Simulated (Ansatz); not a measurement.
# Cl₂FHO₂W: a ladder of functionals and wavefunction methods

An exercise on one series of results from a longer session: the logs are not shown, and one member is left open.

Program: Ansatz 0.2.0, Gaussian basis. Level of theory: functionals in def2-TZVPP, the program's frozen cores in correlated methods. These are calculated values, not measurements.

The runs, in order: LDA (SPW92), PBE-D4, revPBE-D4, BLYP-D4, r2SCAN-D4, B97M-V, PBE0-D4, B3LYP-D4, r2SCANh-D4, r2SCAN0-D4, HSE06-D4, BHLYP-D4, CAM-B3LYP-D4, LC-ωPBE, ωB97X-V, ωB97M-V, B2PLYP, PBE-QIDH; CCSD(T)/def2-SVP; CCSD(T)/def2-TZVPP; MP2/def2-QZVPP; extrapolation to the limit; RPA on PBE.

### Structure used throughout

All runs share one geometry, relaxed beforehand with PBE0-D4 in a triple-zeta def2 set. W takes the def2 core potential; no spin-orbit term is included.

SMILES `[O]=[W]([OH])([F])([Cl])[Cl]`, 7 atoms, charge 0, spin multiplicity 1.

Atoms are counted from 1 here; the program's logs count them from 0.

Bond lengths: O1–W2 1.674 Å, W2–O3 1.875 Å, W2–F4 1.854 Å, W2–Cl5 2.288 Å, W2–Cl6 2.310 Å, O3–H7 0.960 Å. Angles: O1–W2–O3 109.0°, O1–W2–F4 104.1°, O1–W2–Cl5 107.1°, O1–W2–Cl6 99.9°, O3–W2–F4 84.6°, O3–W2–Cl5 143.9°, O3–W2–Cl6 86.2°, F4–W2–Cl5 86.8°, F4–W2–Cl6 156.0°, Cl5–W2–Cl6 87.8°, W2–O3–H7 125.7°.

The first run:

File in.yaml:

```yaml
crystal:
  periodic: [false, false, false]
  atoms:
    - {symbol: O, position_ang: [-1.556401, -0.639114, 0.769317]}
    - {symbol: W, position_ang: [-0.321140, -0.021707, -0.177538]}
    - {symbol: O, position_ang: [1.303203, -0.782502, 0.368663]}
    - {symbol: F, position_ang: [-0.200022, -1.212926, -1.593377]}
    - {symbol: Cl, position_ang: [-1.272382, 1.441195, -1.657011]}
    - {symbol: Cl, position_ang: [0.283125, 1.805199, 1.100711]}
    - {symbol: H, position_ang: [1.763617, -0.590156, 1.189235]}
basis:
  gaussian: {orbitals: def2-TZVPP}
hamiltonian: {xc: lda}
output: {orbitals: {seedname: orbitals}}
```

Command:

```console
$ ansatz run in.yaml --threads 4 --pin off --events-out ev --progress --plain --max-ram 10444MiB
```

Among the steps run: LDA; PBE-D4 (GGA); revPBE-D4 (GGA); BLYP-D4 (GGA); r2SCAN-D4 (meta-GGA); B97M-V (meta-GGA); PBE0-D4 (hybrid); B3LYP-D4 (hybrid); r2SCANh-D4 (hybrid); r2SCAN0-D4 (hybrid); HSE06-D4 (hybrid); BHLYP-D4 (hybrid); CAM-B3LYP-D4 (range-separated); LC-ωPBE (range-separated); ωB97X-V (range-separated); ωB97M-V (range-separated); B2PLYP (double hybrid); PBE-QIDH (double hybrid).

One of the session's tables, all rows but one given; the rest of the session is left out.

It belongs to the step «Frontier levels by functional». 

| functional | HOMO (eV) | LUMO (eV) | gap (eV) |
| --- | --- | --- | --- |
| LDA (SPW92) | -7.99 | -5.16 | 2.83 |
| PBE-D4 | -7.80 | -4.91 | 2.89 |
| revPBE-D4 | -7.73 | -4.82 | 2.91 |
| BLYP-D4 | -7.64 | -4.80 | 2.84 |
| r2SCAN-D4 | -8.18 | -4.93 | 3.25 |
| B97M-V | -8.25 | -4.90 | 3.36 |
| PBE0-D4 | -9.21 | -4.27 | 4.94 |
| B3LYP-D4 | -8.94 | -4.47 | 4.47 |
| r2SCANh-D4 | -8.69 | -4.67 | 4.02 |
| r2SCAN0-D4 | -9.46 | -4.26 | 5.20 |
| HSE06-D4 | -8.81 | -4.64 | 4.17 |
| BHLYP-D4 | -10.49 | -3.42 | 7.07 |
| CAM-B3LYP-D4 | ? | ? | ? |
| LC-ωPBE | -11.93 | -2.07 | 9.86 |
| ωB97X-V | -11.56 | -2.14 | 9.41 |
| ωB97M-V | -11.40 | -2.15 | 9.25 |

Q: Estimate the row for CAM-B3LYP-D4 from the others.

The run gave: HOMO (eV): -10.55; LUMO (eV): -3.22; gap (eV): 7.33. In the column «HOMO (eV)» it lies between ωB97M-V (-11.40) and BHLYP-D4 (-10.49).
